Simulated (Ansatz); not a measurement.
Crystal: CuSn3.

```
Sn Cu
1.0
     6.62288    0.00000    0.00000
    -3.31144    5.73559    0.00000
     0.00000    0.00000    5.00481
Sn Cu
6 2
Direct
  0.17234 0.34468 0.25000
  0.17234 0.82766 0.25000
  0.65532 0.82766 0.25000
  0.82766 0.65532 0.75000
  0.82766 0.17234 0.75000
  0.34468 0.17234 0.75000
  0.33333 0.66667 0.75000
  0.66667 0.33333 0.25000
```

The cell comes from a database or a generator and needn't be the stable form of this composition.

| Item | Value |
| --- | --- |
| Program | Ansatz 0.2.0 |
| Task | single point |
| Functional | PBE |
| Potentials or basis | Ansatz PAW |
| Cutoff | 420 eV (not typed: the program's choice for these potentials) |
| k mesh | 5 × 5 × 6 |
| Occupations | fermi-dirac, width 0.05 eV |
| Spin | no spin polarisation |

On this cell: pressure 0.2 GPa; largest force 0.244 eV/Å; band gap on the k mesh none (metal or under the smearing width).

The same run follows on a disturbed copy (atoms moved at random, drawn with an rms of 0.05 Å):

```
Sn Cu
1.0
     6.62288    0.00000    0.00000
    -3.31144    5.73559    0.00000
     0.00000    0.00000    5.00481
Sn Cu
6 2
Direct
  0.17852 0.35153 0.24197
  0.17901 0.82474 0.24982
  0.64926 0.82437 0.25762
  0.82630 0.65795 0.75249
  0.83459 0.18053 0.74333
  0.34134 0.17605 0.75265
  0.33695 0.67143 0.75364
  0.66695 0.32870 0.24387
```

Task: What changes?

Result: The energy (extrapolated to zero smearing) moves by -0.3 meV/atom; pressure 0.3 GPa; largest force 0.295 eV/Å; band gap on the k mesh none (metal or under the smearing width).

Forces in eV/Å, atoms in the order of the input:
```
Sn  -0.028  0.025  0.064
Sn  -0.012 -0.002  0.021
Sn   0.002  0.036 -0.077
Sn   0.004 -0.184  0.018
Sn  -0.262  0.087  0.045
Sn   0.282  0.059 -0.063
Cu   0.005  0.000 -0.010
Cu   0.010 -0.022  0.004
```

Stress tensor (GPa, compression positive):
```
 0.51 -0.05 -0.01
-0.05  0.43  0.29
-0.01  0.29  0.05
```
